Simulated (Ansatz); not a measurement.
# Cd5Se3S2: the cost of one run

Method: DFT PBE, scalar-relativistic, plane waves, PAW, unless a step names another level, in Ansatz 0.2.0.

1 further run of the same task is left out (it didn't finish). Runs told in other sessions of the task aren't counted.

**1. The starting structure**

Symmetry: I-4m2, No. 119, tetragonal system. Conventional cell: a = 4.306 Å, b = 4.306 Å, c = 30.402 Å, α = 90.00°, β = 90.00°, γ = 90.00°. Around Cd (site symmetry 2mm) lie 4 Se at 2.67 Å. Around Cd (site symmetry 2mm) lie 2 S at 2.58 Å and 2 Se at 2.67 Å. Around Cd (site symmetry -4m2) lie 4 S at 2.58 Å. Se (site symmetry 2mm) is surrounded by 4 Cd at 2.67 Å. Se (site symmetry -4m2) has 4 Cd at 2.67 Å in its first shell of neighbours. S (site symmetry 2mm) has 4 Cd at 2.58 Å in its first shell of neighbours.

Structure file:

```
Cd Se S
1.0
    -2.15322    2.15322   15.20123
     2.15322   -2.15322   15.20123
     2.15322    2.15322  -15.20123
Cd Se S
5 3 2
Direct
  0.80213 0.80213 0.00000
  0.40616 0.40616 0.00000
  0.00000 0.00000 0.00000
  0.59384 0.59384 0.00000
  0.19787 0.19787 0.00000
  0.64584 0.14584 0.50000
  0.25000 0.75000 0.50000
  0.85416 0.35416 0.50000
  0.45315 0.95315 0.50000
  0.04685 0.54685 0.50000
```

The cell was relaxed beforehand at this level, from a generated guess; it is a trial structure. At a tolerance of 0.02 Å it has space group I-4m2 (No. 119); it has 28.19 Å³/atom, an uncorrected energy of -0.64 eV/atom over the elements.

**2. Static run: bands, density of states and charges**

The input, input.yaml:

```yaml
crystal:
  lattice:
    - [-2.1532234527, 2.1532234527, 15.2012276118]
    - [2.1532234527, -2.1532234527, 15.2012276118]
    - [2.1532234527, 2.1532234527, -15.2012276118]
  atoms:
    - { symbol: Cd, position: [0.8021320004, 0.8021320004, 0.0] }
    - { symbol: Cd, position: [0.4061586509, 0.4061586509, 0.0] }
    - { symbol: Cd, position: [0.0, 0.0, 0.0] }
    - { symbol: Cd, position: [0.5938413491, 0.5938413491, 0.0] }
    - { symbol: Cd, position: [0.1978679996, 0.1978679996, 0.0] }
    - { symbol: Se, position: [0.6458380079, 0.1458380079, 0.5] }
    - { symbol: Se, position: [0.25, 0.75, 0.5] }
    - { symbol: Se, position: [0.8541619921, 0.3541619921, 0.5] }
    - { symbol: S, position: [0.4531500602, 0.9531500602, 0.5] }
    - { symbol: S, position: [0.0468499398, 0.5468499398, 0.5] }
basis:
  ecutwfc: 420
kpoints:
  mp_grid: { grid: [10, 10, 10] }
  band_path:
    path:
      - [[0.0, 0.0, 0.0], [0.0, 0.0, 0.5], [0.25, 0.25, 0.25], [0.0, 0.5, 0.0], [0.0, 0.0, 0.0], [0.5, 0.5, -0.5], [0.25501604, 0.74498396, -0.25501604]]
      - [[-0.25501604, 0.25501604, 0.25501604], [0.0, 0.0, 0.0]]
      - [[0.0, 0.0, 0.5], [-0.01003208, 0.01003208, 0.5]]
      - [[0.5, 0.5, -0.01003208], [0.5, 0.5, -0.5]]
    npoints: 14
hamiltonian:
  xc: pbe
scf:
  occupations: { method: gaussian, width: 0.02 }
  n_extra_bands: 25
output:
  forces: true
  stress: true
  eigenvalues: true
  populations: true
  dos: { projected: true, de: 0.02, nscf_kmesh: { grid: [15, 15, 15] } }
  bader: true
  write_density: true
  write_potential: true
  elf: true
  volumetric_format: npy
```

Command:

```sh
> ansatz run input.yaml --threads 4 --pin off --max-ram 8192MiB --backend cpu --events-out ev --progress --plain --runs-dir out
```

Q: Estimate wall time and peak memory on 4 threads of AMD EPYC (Zen 3), shared host.

About 17 min, with a peak of 4.8 GiB.
